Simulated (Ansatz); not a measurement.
# C2H7NSSi: the cost of one run

Program: Ansatz 0.2.0. Level of theory: RHF/6-31G. These are calculated values, not measurements.

**1. Starting point**

Bond lengths: C1–N2 1.483 Å, N2–C3 1.303 Å, C3–Si4 1.839 Å, C3–S5 1.765 Å, C1–H6 1.037 Å, C1–H7 1.112 Å, C1–H8 1.064 Å, Si4–H9 1.532 Å, Si4–H10 1.419 Å, Si4–H11 1.530 Å, S5–H12 1.379 Å. Angles (14 of 17 angles, heavy atoms first): C1–N2–C3 121.0°, N2–C3–Si4 130.6°, N2–C3–S5 114.5°, Si4–C3–S5 114.6°, N2–C1–H6 111.9°, N2–C1–H7 106.8°, N2–C1–H8 106.8°, C3–Si4–H9 108.1°, C3–Si4–H10 116.0°, C3–Si4–H11 110.9°, C3–S5–H12 95.3°, H6–C1–H7 110.6°, H6–C1–H8 112.5°, H7–C1–H8 108.0°.

As a file:

```xyz
12

C    -0.0432   -1.1574    1.3905
N     0.3198    0.2602    1.1506
C     0.2212    0.7860   -0.0374
Si   -0.2645    0.0340   -1.6433
S     0.7962    2.4513   -0.1497
H     0.5168   -1.8036    0.8045
H    -1.1262   -1.2557    1.1577
H     0.0869   -1.3354    2.4310
H    -1.4972    0.7791   -2.1643
H     0.7372    0.0116   -2.6488
H    -0.7876   -1.3901   -1.4435
H     1.1177    2.5648    1.1867
```

**2. Preparing the start**

File input.yaml:

```yaml
crystal:
  periodic: [false, false, false]
  atoms:
    - { symbol: C, position_ang: [-0.0432, -1.1574, 1.3905] }
    - { symbol: "N", position_ang: [0.3198, 0.2602, 1.1506] }
    - { symbol: C, position_ang: [0.2212, 0.786, -0.0374] }
    - { symbol: Si, position_ang: [-0.2645, 0.034, -1.6433] }
    - { symbol: S, position_ang: [0.7962, 2.4513, -0.1497] }
    - { symbol: H, position_ang: [0.5168, -1.8036, 0.8045] }
    - { symbol: H, position_ang: [-1.1262, -1.2557, 1.1577] }
    - { symbol: H, position_ang: [0.0869, -1.3354, 2.431] }
    - { symbol: H, position_ang: [-1.4972, 0.7791, -2.1643] }
    - { symbol: H, position_ang: [0.7372, 0.0116, -2.6488] }
    - { symbol: H, position_ang: [-0.7876, -1.3901, -1.4435] }
    - { symbol: H, position_ang: [1.1177, 2.5648, 1.1867] }
basis:
  gaussian: { orbitals: "6-31G" }
hamiltonian:
  xc: hf
relax:
  f_tol: 0.02
  max_steps: 40
```

Run with:

```bash
ansatz run input.yaml --threads 1 --pin off --max-ram 2048MiB --backend cpu --events-out ev --progress --plain --runs-dir out
```

**Question.** How long does this run take on 1 thread of Arm Neoverse V2, shared host, and how much memory does it need?

About 86 s, with a peak of 0.15 GiB.
